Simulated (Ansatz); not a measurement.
# C3H6BFO2: one species, many methods

How much do the methods differ for C3H6BFO2? The plan is to run it at one geometry with functionals of several rungs and with coupled cluster. The yardstick is the atomisation energy at the CCSD(T) limit.

The runs use Ansatz 0.2.0, Gaussian basis; functionals in def2-TZVPP, the program's frozen cores in correlated methods.

The runs, in order: PBE-D4, r2SCAN-D4, PBE0-D4, B3LYP-D4, ωB97X-V, ωB97M-V, B2PLYP; CCSD(T)/def2-TZVPP; MP2/def2-QZVPP; extrapolation to the limit.

### Step 1. The relaxed structure

All runs share one geometry, relaxed beforehand with PBE0-D4 in a triple-zeta def2 set.

13 atoms, charge 0, spin multiplicity 1.

Atoms are counted from 1 here; the program's logs count them from 0.

Bond lengths: C1–B2 1.553 Å, C1–H8 1.095 Å, C1–H9 1.091 Å, C1–H10 1.091 Å, B2–F3 1.327 Å, B2–O4 1.380 Å, O4–C5 1.361 Å, C5–C6 1.494 Å, C5–O7 1.195 Å, C6–H11 1.092 Å, C6–H12 1.092 Å, C6–H13 1.087 Å. Angles: B2–C1–H8 108.8°, B2–C1–H9 111.2°, B2–C1–H10 112.9°, H8–C1–H9 108.0°, H8–C1–H10 105.7°, H9–C1–H10 110.1°, C1–B2–F3 120.6°, C1–B2–O4 126.9°, F3–B2–O4 112.5°, B2–O4–C5 125.3°, O4–C5–C6 111.0°, O4–C5–O7 123.2°, C6–C5–O7 125.8°, C5–C6–H11 109.5°, C5–C6–H12 109.6°, C5–C6–H13 110.0°, H11–C6–H12 107.0°, H11–C6–H13 110.4° and more.

### Step 2. PBE-D4 (GGA)

The input, in.yaml:

```yaml
crystal:
  periodic: [false, false, false]
  atoms:
    - {symbol: C, position_ang: [-0.969142, -0.960606, 1.683615]}
    - {symbol: B, position_ang: [-0.350415, -1.393328, 0.326331]}
    - {symbol: F, position_ang: [-0.386478, -2.663188, -0.058594]}
    - {symbol: O, position_ang: [0.245588, -0.574454, -0.611478]}
    - {symbol: C, position_ang: [0.631609, 0.713080, -0.398060]}
    - {symbol: C, position_ang: [0.794598, 1.443534, -1.690794]}
    - {symbol: O, position_ang: [0.835487, 1.163542, 0.689548]}
    - {symbol: H, position_ang: [-0.172755, -0.904783, 2.433169]}
    - {symbol: H, position_ang: [-1.706786, -1.686215, 2.029529]}
    - {symbol: H, position_ang: [-1.411796, 0.035503, 1.649104]}
    - {symbol: H, position_ang: [1.513726, 0.914955, -2.319572]}
    - {symbol: H, position_ang: [-0.155152, 1.452409, -2.229744]}
    - {symbol: H, position_ang: [1.131506, 2.459559, -1.503055]}
basis:
  gaussian: {orbitals: def2-TZVPP}
hamiltonian: {xc: pbe, dispersion: d4}
output: {forces: true, orbitals: {seedname: orbitals}}
```

Command:

```sh
> ansatz run in.yaml --threads 2 --pin off --events-out ev --progress --plain --max-ram 22528MiB --backend cuda --devices 0, --max-vram 18GiB
```

The runs that follow: r2SCAN-D4 (meta-GGA); PBE0-D4 (hybrid); B3LYP-D4 (hybrid); ωB97X-V (range-separated); ωB97M-V (range-separated); B2PLYP (double hybrid); CCSD(T) in def2-TZVPP; MP2 in def2-QZVPP.

**Question.** What will the summary of the whole plan be? Wanted: atomisation energy, CCSD(T)/CBS; farthest; mean size of error, hybrid; mean size of error, range-separated; gap, smallest and largest; T1 diagnostic; triples share of the correlation energy.

As calculated:

| quantity | value |
| --- | --- |
| atomisation energy, CCSD(T)/CBS | 5715.0 kJ/mol |
| functionals within 28.6 kJ/mol (0.5 %) | B3LYP-D4, ωB97X-V |
| farthest | PBE-D4 (+182.5 kJ/mol) |
| mean size of error, hybrid | 28.4 kJ/mol |
| mean size of error, range-separated | 28.5 kJ/mol |
| gap, smallest and largest | 4.99 eV (PBE-D4), 12.69 eV (ωB97X-V) |
| T1 diagnostic | 0.0139 |
| triples share of the correlation energy | 3.7 % |

In words: PBE-D4 is off by +182.5 kJ/mol. Double hybrids carry the basis error of their MP2 part in triple zeta, and no dispersion term here, so their miss is partly the set-up's. Misses under about 28.6 kJ/mol are within the doubt on the reference itself, which lacks core-valence correlation, relativity and higher excitations. Hartree-Fock recovers 74 % of the binding; the rest is correlation. Orbital gaps span 5.0 to 12.7 eV; exact exchange widens them.
